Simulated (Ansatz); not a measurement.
# BH8NSSi3: the cost of one run

Method: RKS PBE-D4/STO-3G, in Ansatz 0.2.0.

### 1 The system as given

Bond lengths: N1–Si2 1.827 Å, Si2–Si3 2.262 Å, Si3–B4 2.065 Å, Si3–Si5 2.044 Å, B4–Si5 2.046 Å, Si5–S6 2.163 Å, N1–H7 1.034 Å, N1–H8 0.994 Å, Si2–H9 1.483 Å, Si2–H10 1.488 Å, Si3–H11 1.434 Å, B4–H12 1.135 Å, Si5–H13 1.530 Å, S6–H14 1.437 Å. Angles (14 of 25 angles, heavy atoms first): N1–Si2–Si3 111.1°, Si2–Si3–B4 107.9°, Si2–Si3–Si5 114.5°, B4–Si3–Si5 59.7°, Si3–B4–Si5 59.6°, Si3–Si5–B4 60.7°, Si3–Si5–S6 115.9°, B4–Si5–S6 109.6°, N1–Si2–H9 110.0°, N1–Si2–H10 108.9°, Si3–Si2–H9 109.5°, Si3–Si2–H10 110.1°, Si2–N1–H7 104.3°, Si2–N1–H8 107.9°.

As a file:

```xyz
14

N     1.6070   -2.2037   -0.8912
Si    0.6862   -1.2470    0.3641
Si   -0.9349    0.0053   -0.5950
B    -0.0530    1.7117   -1.3532
Si   -1.2495    1.8138    0.3031
S    -0.0405    2.2252    2.0485
H     0.8888   -2.8004   -1.3363
H     2.2968   -2.7428   -0.4200
H     0.0791   -2.1649    1.3582
H     1.6401   -0.3722    1.0989
H    -1.9380   -0.5955   -1.4260
H     0.5512    2.2432   -2.1541
H    -2.5776    2.5526    0.1224
H    -0.9684    1.5456    2.9095
```

### 2 Relaxing the start

File input.yaml:

```yaml
crystal:
  periodic: [false, false, false]
  atoms:
    - { symbol: "N", position_ang: [1.607, -2.2037, -0.8912] }
    - { symbol: Si, position_ang: [0.6862, -1.247, 0.3641] }
    - { symbol: Si, position_ang: [-0.9349, 0.0053, -0.595] }
    - { symbol: B, position_ang: [-0.053, 1.7117, -1.3532] }
    - { symbol: Si, position_ang: [-1.2495, 1.8138, 0.3031] }
    - { symbol: S, position_ang: [-0.0405, 2.2252, 2.0485] }
    - { symbol: H, position_ang: [0.8888, -2.8004, -1.3363] }
    - { symbol: H, position_ang: [2.2968, -2.7428, -0.42] }
    - { symbol: H, position_ang: [0.0791, -2.1649, 1.3582] }
    - { symbol: H, position_ang: [1.6401, -0.3722, 1.0989] }
    - { symbol: H, position_ang: [-1.938, -0.5955, -1.426] }
    - { symbol: H, position_ang: [0.5512, 2.2432, -2.1541] }
    - { symbol: H, position_ang: [-2.5776, 2.5526, 0.1224] }
    - { symbol: H, position_ang: [-0.9684, 1.5456, 2.9095] }
basis:
  gaussian: { orbitals: STO-3G }
hamiltonian:
  xc: pbe
  dispersion: d4
relax:
  f_tol: 0.02
  max_steps: 40
```

On the command line:

```
> ansatz run input.yaml --threads 1 --pin off --max-ram 2048MiB --backend cpu --events-out ev --progress --plain --runs-dir out
```

Q: Estimate wall time and peak memory on 1 thread of an x86-64 CPU, shared host.

About 85 s, with a peak of 0.17 GiB.
